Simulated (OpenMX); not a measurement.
Crystal: NiMoIrPdW.

```
Ni Mo Pd Ir W
1.0
     4.14670    0.00000    0.00000
    -2.07335    3.59115    0.00000
     0.00000    0.00000    5.41629
Ni Mo Pd Ir W
1 1 1 1 1
Direct
  0.00000 0.00000 0.02221
  0.66667 0.33333 0.45996
  0.33333 0.66667 0.74601
  0.33333 0.66667 0.25641
  0.66667 0.33333 0.99985
```

The cell was built by a generator and needn't be a form met in nature.

Base run:

- Program: OpenMX 3.8.5
- Functional: PBE
- Potentials or basis: OpenMX 2013 PBE set, Ni6.0H-s3p2d2, Mo7.0-s3p2d2, Pd7.0-s3p2d2, Ir7.0-s3p2d2f1, W7.0-s3p2d2f1, grid cutoff 500 Ry
- k mesh: 7 × 7 × 5
- Occupations: fermi-dirac, width 0.05 eV
- Spin: collinear spin, ferromagnetic start
- Starting moments: [1.0, 1.0, 0.0, 0.6, 0.0] μB

Its results: pressure 2.7 GPa; net moment 0.00 μB per cell.

Task: The run is repeated on the same cell with these changes: functional from PBE to LDA; potentials or basis from OpenMX 2013 PBE set, Ni6.0H-s3p2d2, Mo7.0-s3p2d2, Pd7.0-s3p2d2, Ir7.0-s3p2d2f1, W7.0-s3p2d2f1, grid cutoff 500 Ry to OpenMX 2013 LDA set, Ni6.0H-s3p2d2, Mo7.0-s3p2d2, Pd7.0-s3p2d2, Ir7.0-s3p2d2f1, W7.0-s3p2d2f1, grid cutoff 500 Ry. What comes out?

Result: Pressure -10.6 GPa; net moment 0.00 μB per cell.

Caveats: the real-space grid is too coarse here: the forces don't sum to zero and aren't listed, and the energy moves when atoms move against the grid; the basis of atomic orbitals isn't converged, which shifts pressures, moduli and gaps.
